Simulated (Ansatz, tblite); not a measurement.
**The cluster Na6Au+: rung by rung**

Aim: run the singlet of the cluster Na6Au+ at one geometry on many levels, and compare frontier levels, spin and run time.

Program: Ansatz 0.2.0, Gaussian basis. Level of theory: as each input shows. These are calculated values, not measurements.

The runs, in order: GFN1-xTB, GFN2-xTB, PBE-D4/def2-TZVP, r2SCAN-D4/def2-TZVP, ωB97M-V/def2-TZVP, BLYP-D4/def2-TZVP, r2SCAN0-D4/def2-TZVP, PBE-D4/def2-SVP, PBE0-D4/def2-SVP, CCSD(T)/def2-SVP, MP2/def2-TZVP.

3 further runs of the same task are left out: 3 set aside as unsound or not needed. Runs told in other sessions of the task aren't counted.

### Step 1. The geometry

The geometry is that of the singlet, from an earlier relaxation (PBE-D4/def2-SVP). At that level it is the lowest of the isomers that a small search found.

7 atoms, charge 1, spin multiplicity 1.

Bond lengths: Au1–Na2 2.910 Å, Au1–Na3 2.993 Å, Au1–Na4 2.864 Å, Au1–Na5 2.908 Å, Au1–Na6 3.006 Å, Na2–Na3 3.623 Å, Na2–Na5 3.836 Å, Na2–Na6 3.230 Å, Na2–Na7 3.559 Å, Na3–Na4 3.534 Å, Na3–Na6 3.841 Å, Na3–Na7 3.546 Å, Na5–Na6 3.550 Å, Na6–Na7 3.671 Å. Angles: Na2–Au1–Na3 75.7°, Na2–Au1–Na4 123.5°, Na2–Au1–Na5 82.5°, Na2–Au1–Na6 66.2°, Na3–Au1–Na4 74.2°, Na3–Au1–Na5 150.7°, Na3–Au1–Na6 79.6°, Na4–Au1–Na5 134.9°, Na4–Au1–Na6 147.5°, Na5–Au1–Na6 73.8°, Au1–Na2–Na3 53.2°, Au1–Na2–Na5 48.7°, Au1–Na2–Na6 58.4°, Au1–Na2–Na7 102.5°, Na3–Na2–Na5 99.8°, Na3–Na2–Na6 67.9°, Na3–Na2–Na7 59.2°, Na5–Na2–Na6 59.6° and more.

Au takes a core potential in the def2 sets. No spin-orbit coupling is included. The ion is computed in the gas phase, without counter-ions or solvent.

PBE0-D4/def2-TZVP was run before; its log isn't repeated, and its numbers join the tables.

### Step 2. GFN1-xTB

Tight binding, by tblite at 300 K electronic temperature and without a spin-polarisation term:

```python
tblite.interface.Calculator('GFN1-xTB', numbers, positions, charge=1, uhf=0).singlepoint()
```

Energy -145.8073 eV, HOMO -10.77 eV, LUMO -9.97 eV; 0.006 s.

### Step 3. GFN2-xTB

Tight binding, by tblite at 300 K electronic temperature and without a spin-polarisation term:

```python
tblite.interface.Calculator('GFN2-xTB', numbers, positions, charge=1, uhf=0).singlepoint()
```

Energy -133.5831 eV, HOMO -8.97 eV, LUMO -8.37 eV; 0.008 s.

### Step 4. PBE-D4/def2-TZVP

start.molden holds the orbitals of an earlier run on this state, given as this run's starting guess.

Input file in.yaml:

```yaml
crystal:
  periodic: [false, false, false]
  atoms:
    - {symbol: Au, position_ang: [-0.362184, -0.697336, 1.079295]}
    - {symbol: Na, position_ang: [1.336376, 1.515187, 0.250726]}
    - {symbol: Na, position_ang: [-1.985796, 0.750806, -0.975679]}
    - {symbol: Na, position_ang: [-2.958020, -0.351378, 2.237756]}
    - {symbol: Na, position_ang: [2.167195, -1.795645, 2.001251]}
    - {symbol: Na, position_ang: [1.256263, -1.266356, -1.389279]}
    - {symbol: Na, position_ang: [0.546177, 1.844712, -3.204061]}
basis:
  gaussian: {orbitals: def2-TZVP, initial_orbitals: start.molden}
total_charge: 1
hamiltonian: {xc: pbe, dispersion: d4}
scf: {omitted_lower_state_checks: [starts]}
output: {forces: true, orbitals: {seedname: orbitals}}
```

Run with:

```
ansatz run in.yaml --threads 4 --pin off --events-out ev --progress --plain --max-ram 4787MiB
```

The runs that follow: r2SCAN-D4/def2-TZVP; ωB97M-V/def2-TZVP; BLYP-D4/def2-TZVP; r2SCAN0-D4/def2-TZVP; PBE-D4/def2-SVP; PBE0-D4/def2-SVP; CCSD(T)/def2-SVP; MP2/def2-TZVP.

**Question.** What will the summary of the whole plan be? Wanted: gap in def2-TZVP, named functionals, smallest and largest; correlation energy, CCSD(T)/def2-SVP; correlation energy, MP2/def2-TZVP; PBE0 total energy, smallest basis above largest.

The runs gave:

| quantity | value |
| --- | --- |
| gap in def2-TZVP, named functionals, smallest and largest | 0.86 eV (BLYP-D4), 4.22 eV (ωB97M-V) |
| correlation energy, CCSD(T)/def2-SVP | -12.65 eV |
| correlation energy, MP2/def2-TZVP | -41.45 eV |
| PBE0 total energy, smallest basis above largest | 9.85 eV (def2-SVP, def2-TZVP) |

**Reading.** Orbital gaps of the named functionals in def2-TZVP span 0.86 eV (BLYP-D4) to 4.22 eV (ωB97M-V); exact exchange widens it. Notes on CCSD(T)/def2-SVP and its Hartree-Fock reference, which MP2 shares: restricted state is unstable towards broken spin symmetry.
